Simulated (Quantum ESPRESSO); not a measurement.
# SiNi3 (Pm-3m) in Quantum ESPRESSO: band structure with PBEsol

Aim: the band structure of SiNi3 with PBEsol.

Everything below comes from runs of Quantum ESPRESSO 7.5. Logs are shortened: lines on timing, memory, paths and dates and some standing lists are left out, and cuts for length are marked.

## Step 1: The crystal as given

Symmetry: Pm-3m, No. 221, cubic system. The conventional cell has a = 3.542 Å, b = 3.542 Å, c = 3.542 Å, α = 90.00°, β = 90.00°, γ = 90.00°. Around Ni (site symmetry 4/mmm) lie 8 Ni at 2.50 Å and 4 Si at 2.50 Å. Around Si (site symmetry m-3m) lie 12 Ni at 2.50 Å.

## Step 2: Band structure, PBEsol, collinear spin, ferromagnetic start

Contents of pw.in:

```
&CONTROL
  calculation = 'scf'
  prefix = 'pwscf'
  outdir = './tmp'
  pseudo_dir = './pseudo'
  tprnfor = .true.
  tstress = .true.
  disk_io = 'low'
/
&SYSTEM
  ibrav = 0
  nat = 4
  ntyp = 2
  ecutwfc = 45
  ecutrho = 360
  nbnd = 42
  occupations = 'smearing'
  smearing = 'fd'
  degauss = 0.00367493
  nspin = 2
  starting_magnetization(1) = 0.0556
  starting_magnetization(2) = 0
/
&ELECTRONS
  conv_thr = 8d-10
  electron_maxstep = 120
  mixing_beta = 0.3
/
ATOMIC_SPECIES
Ni    58.6934 ni_pbesol_v1.4.uspp.F.UPF
Si    28.0850 si_pbesol_v1.uspp.F.UPF
CELL_PARAMETERS angstrom
   3.5420000000    0.0000000000    0.0000000000
   0.0000000000    3.5420000000    0.0000000000
   0.0000000000    0.0000000000    3.5420000000
ATOMIC_POSITIONS crystal
Ni     0.5000000000    0.5000000000    0.0000000000
Ni     0.5000000000    0.0000000000    0.5000000000
Ni     0.0000000000    0.5000000000    0.5000000000
Si     0.0000000000    0.0000000000    0.0000000000
K_POINTS automatic
8 8 8 0 0 0
```

Contents of bands.in:

```
&CONTROL
  calculation = 'bands'
  prefix = 'pwscf'
  outdir = './tmp'
  pseudo_dir = './pseudo'
  disk_io = 'low'
  verbosity = 'high'
/
&SYSTEM
  ibrav = 0
  nat = 4
  ntyp = 2
  ecutwfc = 45
  ecutrho = 360
  nbnd = 42
  occupations = 'smearing'
  smearing = 'fd'
  degauss = 0.00367493
  nspin = 2
  starting_magnetization(1) = 0.0556
  starting_magnetization(2) = 0
/
&ELECTRONS
  conv_thr = 1d-08
  electron_maxstep = 120
  mixing_beta = 0.3
  diago_full_acc = .true.
  startingwfc = 'random'
/
ATOMIC_SPECIES
Ni    58.6934 ni_pbesol_v1.4.uspp.F.UPF
Si    28.0850 si_pbesol_v1.uspp.F.UPF
CELL_PARAMETERS angstrom
   3.5420000000    0.0000000000    0.0000000000
   0.0000000000    3.5420000000    0.0000000000
   0.0000000000    0.0000000000    3.5420000000
ATOMIC_POSITIONS crystal
Ni     0.5000000000    0.5000000000    0.0000000000
Ni     0.5000000000    0.0000000000    0.5000000000
Ni     0.0000000000    0.5000000000    0.5000000000
Si     0.0000000000    0.0000000000    0.0000000000
K_POINTS crystal
60
 0.0000000000  0.0000000000  0.0000000000 1
 0.0000000000  0.0714285714  0.0000000000 1
 0.0000000000  0.1428571429  0.0000000000 1
 0.0000000000  0.2142857143  0.0000000000 1
 0.0000000000  0.2857142857  0.0000000000 1
 0.0000000000  0.3571428571  0.0000000000 1
 0.0000000000  0.4285714286  0.0000000000 1
 0.0000000000  0.5000000000  0.0000000000 1
 0.0714285714  0.5000000000  0.0000000000 1
 0.1428571429  0.5000000000  0.0000000000 1
 0.2142857143  0.5000000000  0.0000000000 1
 0.2857142857  0.5000000000  0.0000000000 1
 0.3571428571  0.5000000000  0.0000000000 1
 0.4285714286  0.5000000000  0.0000000000 1
 0.5000000000  0.5000000000  0.0000000000 1
 0.4545454545  0.4545454545  0.0000000000 1
 0.4090909091  0.4090909091  0.0000000000 1
 0.3636363636  0.3636363636  0.0000000000 1
 0.3181818182  0.3181818182  0.0000000000 1
 0.2727272727  0.2727272727  0.0000000000 1
 0.2272727273  0.2272727273  0.0000000000 1
 0.1818181818  0.1818181818  0.0000000000 1
 0.1363636364  0.1363636364  0.0000000000 1
 0.0909090909  0.0909090909  0.0000000000 1
 0.0454545455  0.0454545455  0.0000000000 1
 0.0000000000  0.0000000000  0.0000000000 1
 0.0357142857  0.0357142857  0.0357142857 1
 0.0714285714  0.0714285714  0.0714285714 1
 0.1071428571  0.1071428571  0.1071428571 1
 0.1428571429  0.1428571429  0.1428571429 1
 0.1785714286  0.1785714286  0.1785714286 1
 0.2142857143  0.2142857143  0.2142857143 1
 0.2500000000  0.2500000000  0.2500000000 1
 0.2857142857  0.2857142857  0.2857142857 1
 0.3214285714  0.3214285714  0.3214285714 1
 0.3571428571  0.3571428571  0.3571428571 1
 0.3928571429  0.3928571429  0.3928571429 1
 0.4285714286  0.4285714286  0.4285714286 1
 0.4642857143  0.4642857143  0.4642857143 1
 0.5000000000  0.5000000000  0.5000000000 1
 0.4545454545  0.5000000000  0.4545454545 1
 0.4090909091  0.5000000000  0.4090909091 1
 0.3636363636  0.5000000000  0.3636363636 1
 0.3181818182  0.5000000000  0.3181818182 1
 0.2727272727  0.5000000000  0.2727272727 1
 0.2272727273  0.5000000000  0.2272727273 1
 0.1818181818  0.5000000000  0.1818181818 1
 0.1363636364  0.5000000000  0.1363636364 1
 0.0909090909  0.5000000000  0.0909090909 1
 0.0454545455  0.5000000000  0.0454545455 1
 0.0000000000  0.5000000000  0.0000000000 1
 0.5000000000  0.5000000000  0.0000000000 1
 0.5000000000  0.5000000000  0.0625000000 1
 0.5000000000  0.5000000000  0.1250000000 1
 0.5000000000  0.5000000000  0.1875000000 1
 0.5000000000  0.5000000000  0.2500000000 1
 0.5000000000  0.5000000000  0.3125000000 1
 0.5000000000  0.5000000000  0.3750000000 1
 0.5000000000  0.5000000000  0.4375000000 1
 0.5000000000  0.5000000000  0.5000000000 1
```

Potentials or basis: GBRV 1.5 PBEsol.

Command:

```console
$ OMP_NUM_THREADS=1 mpirun -n 2 pw.x -nk 2 -in pw.in > pw.out
$ OMP_NUM_THREADS=1 mpirun -n 2 pw.x -nk 2 -in bands.in > bands.out
```

pw.out:

```text
This program is part of the open-source Quantum ESPRESSO suite
     for quantum simulation of materials; please cite
         "P. Giannozzi et al., J. Phys.:Condens. Matter 21 395502 (2009);
         "P. Giannozzi et al., J. Phys.:Condens. Matter 29 465901 (2017);
         "P. Giannozzi et al., J. Chem. Phys. 152 154105 (2020);
     in publications or presentations arising from this work. More details at

     Message from routine setup:
     using ibrav=0 with symmetry is DISCOURAGED, use correct ibrav instead

     K-points division:     npool     =       2
     Subspace diagonalization in iterative solution of the eigenvalue problem:
     a serial algorithm will be used

     G-vector sticks info
     --------------------
     sticks:   dense  smooth     PW     G-vecs:    dense   smooth      PW
     Sum        1281     641    197                34505    12197    2109

     Using Slab Decomposition

     bravais-lattice index     =            0
     lattice parameter (alat)  =       6.6934  a.u.
     unit-cell volume          =     299.8764 (a.u.)^3
     number of atoms/cell      =            4
     number of atomic types    =            2
     number of electrons       =        58.00
     number of Kohn-Sham states=           42
     kinetic-energy cutoff     =      45.0000  Ry
     charge density cutoff     =     360.0000  Ry
     scf convergence threshold =      8.0E-10
     mixing beta               =       0.3000
     number of iterations used =            8  plain     mixing
     Exchange-correlation= SLA  PW   PSX  PSC
                           (   1   4  10   8   0   0   0)

     celldm(1)=   6.693410  celldm(2)=   0.000000  celldm(3)=   0.000000
     celldm(4)=   0.000000  celldm(5)=   0.000000  celldm(6)=   0.000000

     crystal axes: (cart. coord. in units of alat)
               a(1) = (   1.000000   0.000000   0.000000 )
               a(2) = (   0.000000   1.000000   0.000000 )
               a(3) = (   0.000000   0.000000   1.000000 )

     reciprocal axes: (cart. coord. in units 2 pi/alat)
               b(1) = (  1.000000  0.000000  0.000000 )
               b(2) = (  0.000000  1.000000  0.000000 )
               b(3) = (  0.000000  0.000000  1.000000 )

     PseudoPot. # 1 for Ni read from file:
     ni_pbesol_v1.4.uspp.F.UPF
     Pseudo is Ultrasoft + core correction, Zval = 18.0
     Generated by new atomic code, or converted to UPF format
     Using radial grid of  865 points,  6 beta functions with:
                l(1) =   0
                l(2) =   0
                l(3) =   1
                l(4) =   1
                l(5) =   2
                l(6) =   2
     Q(r) pseudized with 10 coefficients,  rinner =    0.980   0.980   0.980
                                                       0.980   0.980

     PseudoPot. # 2 for Si read from file:
[... 79 lines left out ...]
     Initial potential from superposition of free atoms

     starting charge      51.9994, renormalised to      58.0000
     Starting wfcs are   43 randomized atomic wfcs

     Self-consistent Calculation

     iteration #  1     ecut=    45.00 Ry     beta= 0.30
     Davidson diagonalization with overlap
     ethr =  1.00E-02,  avg # of iterations =  6.1

     total energy              =   -1001.55352546 Ry
     estimated scf accuracy    <     139.60981859 Ry
[... 164 lines left out ...]
     iteration # 18     ecut=    45.00 Ry     beta= 0.30
     Davidson diagonalization with overlap
     ethr =  1.31E-11,  avg # of iterations =  1.3

     Magnetic moment per site  (integrated on atomic sphere of radius R)
     atom   1 (R=0.292)  charge= 16.8003  magn= -0.0000
     atom   2 (R=0.292)  charge= 16.8003  magn= -0.0000
     atom   3 (R=0.292)  charge= 16.8003  magn= -0.0000
     atom   4 (R=0.292)  charge=  2.0922  magn=  0.0000

     End of self-consistent calculation

 ------ SPIN UP ------------

          k = 0.0000 0.0000 0.0000 (  1551 PWs)   bands (ev):

   -86.3802 -86.3486 -86.3486 -46.9955 -46.9955 -46.9955 -46.9459 -46.9459
   -46.9459 -46.7933 -46.7933 -46.7933   4.7163  11.7146  12.5450  12.5450
    13.0500  13.0500  13.0500  14.9815  14.9815  14.9815  15.5804  15.5804
    15.5804  15.8739  15.8739  16.1943  16.4979  16.4979  16.4979  20.9781
    22.6138  22.6138  26.7009  26.7009  26.7009  30.1572  30.1572  30.1572
    30.2000  30.2000
[... 291 lines left out ...]
   -86.3590 -86.3590 -86.3590 -47.0182 -47.0135 -47.0135 -46.9361 -46.9017
   -46.9017 -46.8972 -46.7692 -46.7633   8.4287  11.7534  11.7534  12.3545
    12.7776  13.1989  13.1989  14.3463  14.3463  14.4043  14.8960  15.2052
    15.2052  15.2998  15.3415  15.7908  16.2007  16.3694  16.3694  17.8799
    20.5493  20.5493  21.0018  30.0349  32.3992  32.6494  32.6494  34.6747
    35.3394  35.3394

          k =-0.5000-0.5000-0.5000 (  1568 PWs)   bands (ev):

   -86.3590 -86.3590 -86.3590 -47.0182 -47.0182 -47.0182 -46.9422 -46.8972
   -46.8972 -46.8972 -46.7633 -46.7633   8.4712  12.2949  12.2949  12.2949
    12.8232  12.8232  12.8232  14.3420  14.3420  14.3420  15.0802  15.0802
    15.0802  15.2817  15.2817  16.0287  16.2733  16.2733  16.2733  17.5717
    20.3041  20.3041  20.3041  32.7443  32.7443  32.9616  32.9616  32.9616
    37.3460  37.3461

 ------ SPIN DOWN ----------

          k = 0.0000 0.0000 0.0000 (  1551 PWs)   bands (ev):

   -86.3803 -86.3487 -86.3487 -46.9955 -46.9955 -46.9955 -46.9459 -46.9459
   -46.9459 -46.7933 -46.7933 -46.7933   4.7163  11.7145  12.5449  12.5449
    13.0500  13.0500  13.0500  14.9814  14.9814  14.9814  15.5804  15.5804
    15.5804  15.8738  15.8738  16.1943  16.4978  16.4978  16.4978  20.9781
    22.6138  22.6138  26.7009  26.7009  26.7009  30.1572  30.1572  30.1572
    30.2000  30.2000
[... 291 lines left out ...]
   -86.3591 -86.3591 -86.3591 -47.0183 -47.0136 -47.0136 -46.9362 -46.9018
   -46.9018 -46.8973 -46.7692 -46.7633   8.4288  11.7534  11.7534  12.3545
    12.7777  13.1989  13.1989  14.3462  14.3462  14.4042  14.8960  15.2051
    15.2051  15.2997  15.3414  15.7908  16.2006  16.3693  16.3693  17.8799
    20.5493  20.5493  21.0018  30.0350  32.3993  32.6495  32.6495  34.6747
    35.3394  35.3394

          k =-0.5000-0.5000-0.5000 (  1568 PWs)   bands (ev):

   -86.3591 -86.3591 -86.3591 -47.0182 -47.0182 -47.0182 -46.9422 -46.8973
   -46.8973 -46.8973 -46.7633 -46.7633   8.4713  12.2949  12.2949  12.2949
    12.8232  12.8232  12.8232  14.3419  14.3419  14.3419  15.0802  15.0802
    15.0802  15.2816  15.2816  16.0287  16.2732  16.2732  16.2732  17.5716
    20.3041  20.3041  20.3041  32.7444  32.7444  32.9617  32.9617  32.9617
    37.3461  37.3461

     the Fermi energy is    16.4726 ev

!    total energy              =   -1038.96589117 Ry
     estimated scf accuracy    <          7.4E-10 Ry
     smearing contrib. (-TS)   =      -0.00137702 Ry
     internal energy E=F+TS    =   -1038.96451415 Ry

     The total energy is F=E-TS. E is the sum of the following terms:
     one-electron contribution =    -677.29979192 Ry
     hartree contribution      =     373.94576358 Ry
     xc contribution           =    -110.02186800 Ry
     ewald contribution        =    -625.58861781 Ry

     total magnetization       =    -0.00 Bohr mag/cell
     absolute magnetization    =     0.00 Bohr mag/cell

     convergence has been achieved in  18 iterations

     Forces acting on atoms (cartesian axes, Ry/au):

     atom    1 type  1   force =     0.00000000    0.00000000    0.00000000
     atom    2 type  1   force =     0.00000000    0.00000000    0.00000000
     atom    3 type  1   force =     0.00000000    0.00000000    0.00000000
     atom    4 type  2   force =     0.00000000    0.00000000    0.00000000

     Total force =     0.000000     Total SCF correction =     0.000000

     Computing stress (Cartesian axis) and pressure

          total   stress  (Ry/bohr**3)                   (kbar)     P=     -141.75
  -0.00096361   0.00000000   0.00000000         -141.75        0.00        0.00
   0.00000000  -0.00096361   0.00000000            0.00     -141.75        0.00
   0.00000000   0.00000000  -0.00096361            0.00        0.00     -141.75

=------------------------------------------------------------------------------=
   JOB DONE.
=------------------------------------------------------------------------------=
```

It took 1.9 min on 2 MPI ranks of Arm Neoverse V2, shared host; peak memory 0.3 GiB.

What came out:

```yaml
Free_energy: -14135.8511 eV
Pressure: -14.2 GPa
Band_gap_on_the_k_mesh: none (metal or under the smearing width)
Net_moment: 0.00 μB per cell
Absolute_moment: 0.00 μB per cell
Valence_electrons_inside_the_program's_atomic_spheres: Ni 16.80; Si 2.09
```

Levels at the corners of the path, in eV from the Fermi level:
Spin up:
| point | band 26 | band 27 | band 28 | band 29 | band 30 | band 31 | band 32 | band 33 |
| --- | --- | --- | --- | --- | --- | --- | --- | --- |
| Γ | -0.60 | -0.60 | -0.28 | 0.03 | 0.03 | 0.03 | 4.51 | 6.14 |
| X | -1.25 | -1.10 | -0.53 | 0.03 | 3.49 | 3.49 | 4.87 | 5.13 |
| M | -1.38 | -1.07 | -0.98 | -0.92 | 0.62 | 0.62 | 5.42 | 6.13 |
| Γ | -0.60 | -0.60 | -0.28 | 0.03 | 0.03 | 0.03 | 4.51 | 6.14 |
| R | -1.19 | -1.19 | -0.44 | -0.20 | -0.20 | -0.20 | 1.10 | 3.83 |
| X | -1.25 | -1.10 | -0.53 | 0.03 | 3.49 | 3.49 | 4.87 | 5.13 |
| M | -1.38 | -1.07 | -0.98 | -0.92 | 0.62 | 0.62 | 5.42 | 6.13 |
| R | -1.19 | -1.19 | -0.44 | -0.20 | -0.20 | -0.20 | 1.10 | 3.83 |
Spin down:
| point | band 26 | band 27 | band 28 | band 29 | band 30 | band 31 | band 32 | band 33 |
| --- | --- | --- | --- | --- | --- | --- | --- | --- |
| Γ | -0.60 | -0.60 | -0.28 | 0.03 | 0.03 | 0.03 | 4.51 | 6.14 |
| X | -1.25 | -1.10 | -0.53 | 0.03 | 3.49 | 3.49 | 4.87 | 5.13 |
| M | -1.38 | -1.07 | -0.98 | -0.92 | 0.62 | 0.62 | 5.42 | 6.13 |
| Γ | -0.60 | -0.60 | -0.28 | 0.03 | 0.03 | 0.03 | 4.51 | 6.14 |
| R | -1.19 | -1.19 | -0.44 | -0.20 | -0.20 | -0.20 | 1.10 | 3.83 |
| X | -1.25 | -1.10 | -0.53 | 0.03 | 3.49 | 3.49 | 4.87 | 5.13 |
| M | -1.38 | -1.07 | -0.98 | -0.92 | 0.62 | 0.62 | 5.42 | 6.13 |
| R | -1.19 | -1.19 | -0.44 | -0.20 | -0.20 | -0.20 | 1.10 | 3.83 |

## Step 3: The reference run

An earlier run on the cell as given: functional PBEsol; potentials or basis GBRV 1.5 PBEsol; cutoff 612 eV; density cutoff 4898 eV; k mesh 8 × 8 × 8; occupations fermi-dirac, width 0.05 eV; collinear spin, ferromagnetic start; starting moments [1.0, 1.0, 1.0, 0.0] μB.

* Pressure: -14.2 GPa
* Band gap on the k mesh: none (metal or under the smearing width)
* Net moment: 0.00 μB per cell
* Absolute moment: 0.00 μB per cell
* Valence electrons inside the program's atomic spheres: Ni 16.80; Si 2.09
